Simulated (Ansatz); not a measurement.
## Sn3Te under changes of volume

One of the cells (29.205 Å³/atom); the others are scaled copies at fixed shape and fractional positions:

```
Te Sn
1.0
    -2.30090    2.30090    5.51649
     2.30090   -2.30090    5.51649
     2.30090    2.30090   -5.51649
Te Sn
1 3
Direct
  0.00000 0.00000 0.00000
  0.50000 0.50000 0.00000
  0.25000 0.75000 0.50000
  0.75000 0.25000 0.50000
```

The cell comes from a database or a generator and needn't be the stable form of this composition.

```yaml
Program: Ansatz 0.2.0
Functional: r2SCAN
Potentials_or_basis: Ansatz PAW
Cutoff: "500 eV (not typed: the program's choice for these potentials)"
k_mesh: 8 × 8 × 8
Occupations: fermi-dirac, width 0.05 eV
Spin: no spin polarisation
```

```csv
volume (Å³/atom),energy over the lowest point (meV/atom),pressure (GPa)
27.453,6.25,2.0
28.037,1.14,0.9
28.621,0.00,-0.2
29.205,?,?
29.789,7.92,-1.9
30.373,16.25,-2.6
30.958,27.04,-3.2
```

Problem. What does the run at 29.205 Å³/atom give?

Solution. Energy over the lowest point 2.39 meV/atom; pressure -1.1 GPa.

Worked out: A Birch-Murnaghan fit of order 3 (a polynomial in V^(-2/3)) to the other rows has its minimum at 28.51 Å³/atom with B0 = V·E''(V) = 48 GPa and B' = 4.8 at fixed shape and positions, which overstates the stiffness. It gives 2.40 meV/atom at 29.205 Å³/atom, against the run's 2.39, and -dE/dV = -1.1 GPa, against -1.1.

Energies are extrapolated to zero smearing.

Caveats: the PAW data sets come from PBE, with cores solved anew for the run's functional, which leaves a small shift of forces and pressure.
